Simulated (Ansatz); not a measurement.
# C3H11AlO (SMILES C[Al-](C)(C)[OH2+]) at HF/6-31G(d) (spherical functions)

What is the vertical singlet–triplet gap of C3H11AlO at HF/6-31G* (spherical functions)? 

The calculation is run with Ansatz 0.2.0.

71 further runs of the same task are left out: 2 that didn't finish, 69 set aside as unsound or not needed.

**1. Starting point**

The species is C3H11AlO (16 atoms), meant as a singlet with charge 0. As SMILES, `C[Al-](C)(C)[OH2+]`. Geometry: relaxed at PBE0-D4/def2-TZVP. This is one conformer, not always the lowest.

Bond lengths: C1–Al2 1.979 Å, Al2–C3 1.979 Å, Al2–C4 1.966 Å, Al2–O5 2.056 Å, C1–H6 1.097 Å, C1–H7 1.096 Å, C1–H8 1.097 Å, C3–H9 1.097 Å, C3–H10 1.097 Å, C3–H11 1.096 Å, C4–H12 1.095 Å, C4–H13 1.096 Å, C4–H14 1.095 Å, O5–H15 0.964 Å, O5–H16 0.964 Å. Some angles: C1–Al2–C3 117.8°, C1–Al2–C4 117.9°, C1–Al2–O5 96.3°, C3–Al2–C4 118.0°, C3–Al2–O5 96.3°, C4–Al2–O5 102.6°, Al2–C1–H6 113.5°, Al2–C1–H7 110.5°, Al2–C1–H8 113.0°, Al2–C3–H9 113.0°.

**2. The energy at HF/6-31G(d) (spherical functions)**

The input, molecule.yaml:

```yaml
crystal:
  periodic: [false, false, false]
  atoms:
    - {symbol: C, position_ang: [-0.637980, 0.723110, -1.712710]}
    - {symbol: Al, position_ang: [0.085580, -0.140530, -0.085580]}
    - {symbol: C, position_ang: [1.698930, 0.654370, 0.740480]}
    - {symbol: C, position_ang: [-0.210750, -2.071140, 0.142530]}
    - {symbol: O, position_ang: [-1.268240, 0.678630, 1.227590]}
    - {symbol: H, position_ang: [-0.585750, 1.818080, -1.686750]}
    - {symbol: H, position_ang: [-0.069050, 0.414640, -2.597260]}
    - {symbol: H, position_ang: [-1.679210, 0.445600, -1.917720]}
    - {symbol: H, position_ang: [1.843550, 0.343900, 1.782560]}
    - {symbol: H, position_ang: [1.707300, 1.750610, 0.717030]}
    - {symbol: H, position_ang: [2.601530, 0.334090, 0.207600]}
    - {symbol: H, position_ang: [-0.016600, -2.405220, 1.167190]}
    - {symbol: H, position_ang: [0.454110, -2.651670, -0.507280]}
    - {symbol: H, position_ang: [-1.233710, -2.369370, -0.110180]}
    - {symbol: H, position_ang: [-0.808840, 1.221910, 1.877580]}
    - {symbol: H, position_ang: [-1.880870, 1.252980, 0.754900]}
basis:
  gaussian: {orbitals: 6-31G_st_-spherical.json}
hamiltonian: {xc: hf}
accuracy: high
output: {orbitals: {seedname: orbitals}}
```

The basis set 6-31G* is read from a file made from the Basis Set Exchange's data (not shown).

Command:

```console
ansatz run molecule.yaml --threads 1 --pin off --max-ram 3480MiB --events-out events.jsonl --progress --plain --runs-dir runs
```

The log of the run:

```text
Warning: RAYON_NUM_THREADS=1 ignored (pool sized by the plan → 1); use --threads N
Functional definition: HF
  name "HF"
  exchange = exact_x
  correlation = 0
2389 factors; integrals over basis functions are off by at most 5.8e-9 eV
mean field evaluation 1: about -11881.1877 eV, gradient 4.2e1 eV
mean field evaluation 2: about -11881.2772 eV, gradient 4.2e1 eV
mean field evaluation 4: about -11885.5871 eV, gradient 3.3e0 eV
mean field evaluation 8: about -11885.6278 eV, gradient 1.2e-4 eV
mean field -11885.62778897 eV, -436.7887648767 hartree, gradient 3.2e-8 eV, S^2 0.000000; 0 other end points of the search recorded, 0 dependent functions left out
reference -11885.62778897 eV, -436.7887648767 hartree; 25, 25 occupied and 71, 71 virtual orbitals, 2389 factors
Total energy: -11885.62778897 eV, -436.7887648767 hartree
```

Run time: 4.5 s. Hardware: 1 thread of Arm Neoverse V1, shared host; peak memory 0.31 GiB.

**3. The triplet**

The input, in.yaml:

```yaml
crystal:
  periodic: [false, false, false]
  atoms:
    - {symbol: C, position_ang: [-0.637980, 0.723110, -1.712710]}
    - {symbol: Al, position_ang: [0.085580, -0.140530, -0.085580]}
    - {symbol: C, position_ang: [1.698930, 0.654370, 0.740480]}
    - {symbol: C, position_ang: [-0.210750, -2.071140, 0.142530]}
    - {symbol: O, position_ang: [-1.268240, 0.678630, 1.227590]}
    - {symbol: H, position_ang: [-0.585750, 1.818080, -1.686750]}
    - {symbol: H, position_ang: [-0.069050, 0.414640, -2.597260]}
    - {symbol: H, position_ang: [-1.679210, 0.445600, -1.917720]}
    - {symbol: H, position_ang: [1.843550, 0.343900, 1.782560]}
    - {symbol: H, position_ang: [1.707300, 1.750610, 0.717030]}
    - {symbol: H, position_ang: [2.601530, 0.334090, 0.207600]}
    - {symbol: H, position_ang: [-0.016600, -2.405220, 1.167190]}
    - {symbol: H, position_ang: [0.454110, -2.651670, -0.507280]}
    - {symbol: H, position_ang: [-1.233710, -2.369370, -0.110180]}
    - {symbol: H, position_ang: [-0.808840, 1.221910, 1.877580]}
    - {symbol: H, position_ang: [-1.880870, 1.252980, 0.754900]}
basis:
  gaussian: {orbitals: 6-31G_st_-spherical.json}
magnetization: {spin_polarized: true, initial_magnetization: 2}
hamiltonian: {xc: hf}
accuracy: high
output: {orbitals: {seedname: orbitals}}
```

The basis set 6-31G* is read from a file made from the Basis Set Exchange's data (not shown).

Command:

```console
ansatz run in.yaml --threads 1 --pin off --max-ram 3480MiB --events-out events.jsonl --progress --plain --runs-dir runs
```

The log of the run (excerpt; [...] marks lines left out):

```text
Warning: RAYON_NUM_THREADS=1 ignored (pool sized by the plan → 1); use --threads N
[... 2 set-up lines as earlier in the session ...]
[...]
2389 factors; integrals over basis functions are off by at most 5.8e-9 eV
[...]
mean field -11878.64154569 eV, -436.5320251716 hartree, gradient 3.0e-8 eV, S^2 2.012143; 6 other end points of the search recorded, 0 dependent functions left out
reference -11878.64154569 eV, -436.5320251716 hartree; 26, 24 occupied and 70, 72 virtual orbitals, 2389 factors
Total energy: -11878.64154569 eV, -436.5320251716 hartree
```

It took 45 s on 1 thread of Arm Neoverse V1, shared host; peak memory 0.53 GiB.

**4. Summary of results**

At HF/6-31G* (spherical functions):

```
                                        quantity          value
                           singlet: total energy  -436.78876 Eh
                            singlet: HOMO energy       -9.84 eV
                            singlet: LUMO energy        3.66 eV
                          singlet: HOMO–LUMO gap       13.51 eV
                           triplet: total energy  -436.53203 Eh
     triplet: HOMO energy (highest over α and β)       -1.90 eV
      triplet: LUMO energy (lowest over α and β)       -1.86 eV
                                   triplet: ⟨S²⟩          2.012
vertical energy of the triplet above the singlet       6.986 eV
```

At this shape the triplet lies 6.99 eV (674 kJ/mol) above the singlet.
